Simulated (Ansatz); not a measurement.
# SiC2N4: the cost of one run

Program: Ansatz 0.2.0. Level of theory: DFT PBEsol, scalar-relativistic, plane waves, PAW. These are calculated values, not measurements.

3 further runs of the same task are left out: 3 set aside as unsound or not needed.

**1. The structure to begin with**

It takes space group Pn-3m (No. 224, cubic). The conventional cell has a = 6.668 Å, b = 6.668 Å, c = 6.668 Å, α = 90.00°, β = 90.00°, γ = 90.00°. Around Si (site symmetry -43m) lie 4 N at 1.68 Å. C (site symmetry -3m) has 2 N at 1.21 Å in its first shell of neighbours. Around N (site symmetry 3m) lie 1 C at 1.21 Å and 1 Si at 1.68 Å.

Coordinates:

```xyz
14
Lattice="6.6683 0.0000 0.0000 0.0000 6.6683 0.0000 0.0000 0.0000 6.6683" Properties=species:S:1:pos:R:3 pbc="T T T"
Si    0.0000    0.0000    0.0000
Si    3.3342    3.3342    3.3342
C     5.0013    5.0013    5.0013
C     5.0013    1.6671    1.6671
C     1.6671    1.6671    5.0013
C     1.6671    5.0013    1.6671
N     5.6980    5.6980    5.6980
N     4.3045    2.3638    2.3638
N     0.9704    0.9704    5.6980
N     2.3638    4.3045    2.3638
N     5.6980    0.9704    0.9704
N     4.3045    4.3045    4.3045
N     0.9704    5.6980    0.9704
N     2.3638    2.3638    4.3045
```

It is the result of an earlier relaxation at this level (volume 21.18 Å³/atom; gap on the mesh: 4.23 eV).

**2. Dielectric function**

input.yaml reads:

```yaml
crystal:
  lattice:
    - [6.6683358952, 0.0, 0.0]
    - [0.0, 6.6683358952, 0.0]
    - [0.0, 0.0, 6.6683358952]
  atoms:
    - { symbol: Si, position: [0.0, 0.0, 0.0] }
    - { symbol: Si, position: [0.5, 0.5, 0.5] }
    - { symbol: C, position: [0.75, 0.75, 0.75] }
    - { symbol: C, position: [0.75, 0.25, 0.25] }
    - { symbol: C, position: [0.25, 0.25, 0.75] }
    - { symbol: C, position: [0.25, 0.75, 0.25] }
    - { symbol: "N", position: [0.8544825764, 0.8544825764, 0.8544825764] }
    - { symbol: "N", position: [0.6455174236, 0.3544825764, 0.3544825764] }
    - { symbol: "N", position: [0.1455174236, 0.1455174236, 0.8544825764] }
    - { symbol: "N", position: [0.3544825764, 0.6455174236, 0.3544825764] }
    - { symbol: "N", position: [0.8544825764, 0.1455174236, 0.1455174236] }
    - { symbol: "N", position: [0.6455174236, 0.6455174236, 0.6455174236] }
    - { symbol: "N", position: [0.1455174236, 0.8544825764, 0.1455174236] }
    - { symbol: "N", position: [0.3544825764, 0.3544825764, 0.6455174236] }
basis:
  ecutwfc: 420
kpoints:
  mp_grid: { grid: [4, 4, 4] }
hamiltonian:
  xc: pbesol
scf:
  occupations: { method: gaussian, width: 0.01 }
  n_extra_bands: 56
output:
  eigenvalues: true
  optics: { e_range: [0, 14], sigma: 0.1, nscf_kmesh: { grid: [6, 6, 6] } }
checkpoint:
  read: start.run
  write: ck
  compress: false
  write_wavefunctions: false
  write_every: 100000
```

Run with:

```bash
ansatz run input.yaml --threads 4 --pin off --max-ram 12288MiB --backend cpu --events-out ev --progress --plain --runs-dir out
```

Q: Estimate wall time and peak memory on 4 threads of Arm Neoverse N1, shared host.

About 1.9 min, with a peak of 2.2 GiB.
